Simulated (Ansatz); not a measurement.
# C2H5AlFNS: the cost of one run

Program: Ansatz 0.2.0. Level of theory: RKS PBE0-D4/def2-SVP. These are calculated values, not measurements.

### 1 The system as given

Bond lengths: C1–S2 1.797 Å, S2–C3 1.797 Å, C3–F4 1.362 Å, C3–N5 1.491 Å, C3–Al6 1.939 Å, N5–Al6 1.957 Å, C1–H7 1.069 Å, C1–H8 1.138 Å, C1–H9 1.177 Å, N5–H10 1.019 Å, Al6–H11 1.610 Å. Angles (14 of 19 angles, heavy atoms first): C1–S2–C3 92.1°, S2–C3–F4 121.8°, S2–C3–N5 113.6°, S2–C3–Al6 116.1°, F4–C3–N5 110.0°, F4–C3–Al6 114.8°, N5–C3–Al6 68.1°, C3–N5–Al6 66.9°, C3–Al6–N5 45.0°, S2–C1–H7 112.6°, S2–C1–H8 110.8°, S2–C1–H9 104.8°, C3–N5–H10 109.6°, Al6–N5–H10 103.8°.

As a file:

```xyz
11

C    -1.7617    0.3602   -0.8500
S    -1.1205    0.6995    0.7943
C     0.3351   -0.3147    0.5092
F     0.2393   -1.6338    0.1834
N     1.3661    0.3459   -0.3412
Al    1.9162    0.1584    1.5272
H    -1.9914   -0.6738   -0.9970
H    -1.0642    0.7724   -1.6486
H    -2.7567    0.9850   -0.9197
H     1.9121   -0.3634   -0.8286
H     2.9912   -0.3928    2.5916
```

### 2 Relaxing end A

input.yaml

```yaml
crystal:
  periodic: [false, false, false]
  atoms:
    - { symbol: C, position_ang: [-1.7617, 0.3602, -0.85] }
    - { symbol: S, position_ang: [-1.1205, 0.6995, 0.7943] }
    - { symbol: C, position_ang: [0.3351, -0.3147, 0.5092] }
    - { symbol: F, position_ang: [0.2393, -1.6338, 0.1834] }
    - { symbol: "N", position_ang: [1.3661, 0.3459, -0.3412] }
    - { symbol: Al, position_ang: [1.9162, 0.1584, 1.5272] }
    - { symbol: H, position_ang: [-1.9914, -0.6738, -0.997] }
    - { symbol: H, position_ang: [-1.0642, 0.7724, -1.6486] }
    - { symbol: H, position_ang: [-2.7567, 0.985, -0.9197] }
    - { symbol: H, position_ang: [1.9121, -0.3634, -0.8286] }
    - { symbol: H, position_ang: [2.9912, -0.3928, 2.5916] }
basis:
  gaussian: { orbitals: def2-SVP }
hamiltonian:
  xc: pbe0
  dispersion: d4
relax:
  f_tol: 0.02
  max_steps: 50
```

Command:

```
> ansatz run input.yaml --threads 2 --pin off --max-ram 3072MiB --backend cpu --events-out ev --progress --plain --runs-dir out
```

What time and memory should one allow on 2 threads of Arm Neoverse N1, shared host?

About 1.7 min, with a peak of 0.29 GiB.
